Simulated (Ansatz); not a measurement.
**C₂H₄BrFO: a ladder of functionals and wavefunction methods**

An exercise on one series of results from a longer session: the logs are not shown, and one member is left open.

Computed with Ansatz 0.2.0, Gaussian basis. Level: functionals in def2-TZVPP, the program's frozen cores in correlated methods.

The runs, in order: LDA (SPW92), PBE-D4, revPBE-D4, BLYP-D4, r2SCAN-D4, B97M-V, PBE0-D4, B3LYP-D4, r2SCANh-D4, r2SCAN0-D4, HSE06-D4, BHLYP-D4, CAM-B3LYP-D4, LC-ωPBE, ωB97X-V, ωB97M-V, B2PLYP, PBE-QIDH; CCSD(T)/def2-SVP; CCSD(T)/def2-TZVPP; MP2/def2-QZVPP; extrapolation to the limit; RPA on PBE.

## The relaxed structure

All runs share one geometry, relaxed beforehand with PBE0-D4 in a triple-zeta def2 set.

SMILES `CC(O)(F)Br`, 9 atoms, charge 0, spin multiplicity 1.

Atoms are counted from 1 here; the program's logs count them from 0.

Bond lengths: C1–C2 1.498 Å, C1–H6 1.088 Å, C1–H7 1.088 Å, C1–H8 1.092 Å, C2–O3 1.350 Å, C2–F4 1.363 Å, C2–Br5 1.998 Å, O3–H9 0.965 Å. Angles: C2–C1–H6 109.9°, C2–C1–H7 110.0°, C2–C1–H8 108.0°, H6–C1–H7 109.7°, H6–C1–H8 109.5°, H7–C1–H8 109.7°, C1–C2–O3 110.9°, C1–C2–F4 110.5°, C1–C2–Br5 110.1°, O3–C2–F4 110.3°, O3–C2–Br5 110.3°, F4–C2–Br5 104.7°, C2–O3–H9 109.3°.

Geometry (Å):

```mol
C2H4BrFO
  3D, bonds by distance, orders not assigned

  9  8  0  0  0  0  0  0  0  0999 V2000
   -0.9450    0.2223    0.4000 C   0  0
    0.3299   -0.1758   -0.2776 C   0  0
    1.3223   -0.3374    0.6225 O   0  0
    0.1513   -1.3205   -0.9949 F   0  0
    0.8432    1.1982   -1.6350 Br  0  0
   -0.8060    1.1653    0.9250 H   0  0
   -1.7402    0.3250   -0.3351 H   0  0
   -1.2054   -0.5592    1.1172 H   0  0
    2.1384   -0.5641    0.1608 H   0  0
  1  2  8  0
  2  3  8  0
  2  4  8  0
  2  5  8  0
  1  6  8  0
  1  7  8  0
  1  8  8  0
  3  9  8  0
M  END
```

Set-up of the first run:

File in.yaml:

```yaml
crystal:
  periodic: [false, false, false]
  atoms:
    - {symbol: C, position_ang: [-0.945025, 0.222326, 0.400004]}
    - {symbol: C, position_ang: [0.329932, -0.175789, -0.277649]}
    - {symbol: O, position_ang: [1.322350, -0.337395, 0.622516]}
    - {symbol: F, position_ang: [0.151291, -1.320459, -0.994896]}
    - {symbol: Br, position_ang: [0.843186, 1.198227, -1.635000]}
    - {symbol: H, position_ang: [-0.805972, 1.165281, 0.924988]}
    - {symbol: H, position_ang: [-1.740222, 0.325041, -0.335095]}
    - {symbol: H, position_ang: [-1.205356, -0.559205, 1.117182]}
    - {symbol: H, position_ang: [2.138417, -0.564126, 0.160850]}
basis:
  gaussian: {orbitals: def2-TZVPP}
hamiltonian: {xc: lda}
output: {orbitals: {seedname: orbitals}}
```

Command:

```sh
> ansatz run in.yaml --threads 4 --pin off --events-out ev --progress --plain --max-ram 10444MiB
```

Steps of the session up to this table: LDA; PBE-D4 (GGA); revPBE-D4 (GGA); BLYP-D4 (GGA); r2SCAN-D4 (meta-GGA); B97M-V (meta-GGA); B3LYP-D4 (hybrid); r2SCANh-D4 (hybrid); r2SCAN0-D4 (hybrid); HSE06-D4 (hybrid); BHLYP-D4 (hybrid); CAM-B3LYP-D4 (range-separated); LC-ωPBE (range-separated); ωB97X-V (range-separated); ωB97M-V (range-separated); B2PLYP (double hybrid); PBE-QIDH (double hybrid).

One table of the session follows, with a row left open; its other results are not shown here.

It belongs to the step «Frontier levels by functional». 

| functional | HOMO (eV) | gap (eV) |
| --- | --- | --- |
| LDA (SPW92) | -7.00 | 5.33 |
| PBE-D4 | -6.82 | 5.40 |
| revPBE-D4 | -6.75 | 5.43 |
| BLYP-D4 | -6.67 | 5.31 |
| r2SCAN-D4 | -7.16 | 5.96 |
| B97M-V | -7.27 | 6.17 |
| PBE0-D4 | -8.21 | 7.80 |
| B3LYP-D4 | -7.95 | 7.22 |
| r2SCANh-D4 | -7.67 | 6.84 |
| r2SCAN0-D4 | -8.43 | 8.15 |
| HSE06-D4 | ? | ? |
| BHLYP-D4 | -9.44 | 10.08 |
| CAM-B3LYP-D4 | -9.61 | 10.27 |
| LC-ωPBE | -11.03 | 12.95 |
| ωB97X-V | -10.65 | 12.47 |
| ωB97M-V | -10.51 | 12.19 |

**Question.** Estimate the row for HSE06-D4.

**Answer.** HOMO (eV): -7.81; gap (eV): 7.01. In the column «HOMO (eV)» it lies between B3LYP-D4 (-7.95) and r2SCANh-D4 (-7.67).
